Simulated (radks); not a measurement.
# Sb⁴⁺ in [Kr] 4d9 5s1 4f1: an all-electron calculation

What are the levels of the antimony ion Sb4+, how large are its shells, and how does its energy divide?

The numbers are computed with radks (a radial shooting solver on a logarithmic mesh, Libxc functionals) version 1 (scalar-relativistic Kohn-Sham, PBE, spin-unpolarised, spherical densities, finite nucleus), except any that are marked as measured or tabulated.

**1. Starting point**

* element: antimony (Z = 51)
* charge: +4
* electrons: 47
* configuration: [Kr] 4d9 5s1 4f1
* nuclear rms radius: 4.6802 fm

The outer shells:

Sb⁴⁺
```
[Kr] core
4d [↑↓][↑↓][↑↓][↑↓][↑ ]
5s [↑ ]
4f [↑ ][  ][  ][  ][  ][  ][  ]
```

**2. The calculation**

The run's settings:

```text
Z 51
configuration [Kr] 4d9 5s1 4f1 5p0 6s0
relativity scalar-relativistic
functional pbe,pbe
spin unpolarised
nucleus finite rms 4.6802 fm
c 137.035999084
```

Q: Predict the outcome of this run.

As calculated:

| quantity | value |
| --- | --- |
| total energy | -6475.69062 hartree |
| exchange-correlation share of it | 2.60 % |
| −T/E | 1.0459 |
| highest occupied level | 4f, -21.877 eV |
| most extended occupied level | 4f, <r> = 2.28 bohr |
| radius at density 0.001 e/bohr³ | 3.64 bohr |
| maxima of the radial density | 4 |

5 principal shells are occupied and 4 maxima appear in the radial density; where shells overlap, one shows as a shoulder or not at all. Relativity lifts −T/E to 1.046. This is not the tabulated ground configuration, so its levels and sizes aren't those of the ground state, and no measured value stands beside it.
